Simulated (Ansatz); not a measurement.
# SiGe2: the cost of one run

Method: DFT PBE, scalar-relativistic, plane waves, PAW, in Ansatz 0.2.0.

**1. The starting structure**

It takes space group P-6m2 (No. 187, hexagonal). Conventional cell: a = 2.943 Å, b = 2.943 Å, c = 14.338 Å, α = 90.00°, β = 90.00°, γ = 120.00°. Si (site symmetry 3m) is surrounded by 6 Ge at 2.93 Å and 6 Si at 2.94 Å. Ge (site symmetry -6m2) is surrounded by 6 Si at 2.93 Å and 6 Ge at 2.94 Å. Around Ge (site symmetry 3m) lie 3 Si at 2.93 Å and 9 Ge at 2.93 to 2.94 Å. Ge (site symmetry -6m2) is surrounded by 12 Ge at 2.93 to 2.94 Å.

Structure file:

```
CELL_PARAMETERS angstrom
2.94278 0.00000 0.00000
-1.47139 2.54852 0.00000
0.00000 0.00000 14.33774
ATOMIC_POSITIONS crystal
Si 0.66667 0.33333 0.16667
Si 0.66667 0.33333 0.83333
Ge 0.33333 0.66667 0.00000
Ge 0.33333 0.66667 0.33333
Ge 0.33333 0.66667 0.66667
Ge 0.66667 0.33333 0.50000
```

The start is an ordering of an alloy on its end members' structure types: elements ordered on the sites of the Co type, Si/Ge on Co (P-6m2, No. 187).

**2. The guess as it stands, on a coarse mesh**

input.yaml

```yaml
crystal:
  lattice:
    - [2.94278316, 0.0, 0.0]
    - [-1.47139158, 2.54852497, 0.0]
    - [0.0, 0.0, 14.33773979]
  atoms:
    - { symbol: Si, position: [0.66666667, 0.33333333, 0.16666667] }
    - { symbol: Si, position: [0.66666667, 0.33333333, 0.83333333] }
    - { symbol: Ge, position: [0.33333333, 0.66666667, 0.0] }
    - { symbol: Ge, position: [0.33333333, 0.66666667, 0.33333333] }
    - { symbol: Ge, position: [0.33333333, 0.66666667, 0.66666667] }
    - { symbol: Ge, position: [0.66666667, 0.33333333, 0.5] }
basis:
  ecutwfc: 420
kpoints:
  mp_grid: { grid: [6, 6, 2] }
hamiltonian:
  xc: pbe
scf:
  occupations: { method: gaussian, width: 0.1 }
  lower_state_search: "off"
output:
  forces: true
  stress: true
  eigenvalues: true
```

Run with:

```console
> ansatz run input.yaml --threads 1 --pin off --max-ram 2560MiB --backend cpu --events-out ev --progress --plain --runs-dir out
```

**Question.** How long does this run take on 1 thread of AMD EPYC, shared host, and how much memory does it need?

About 11 s, with a peak of 0.4 GiB.
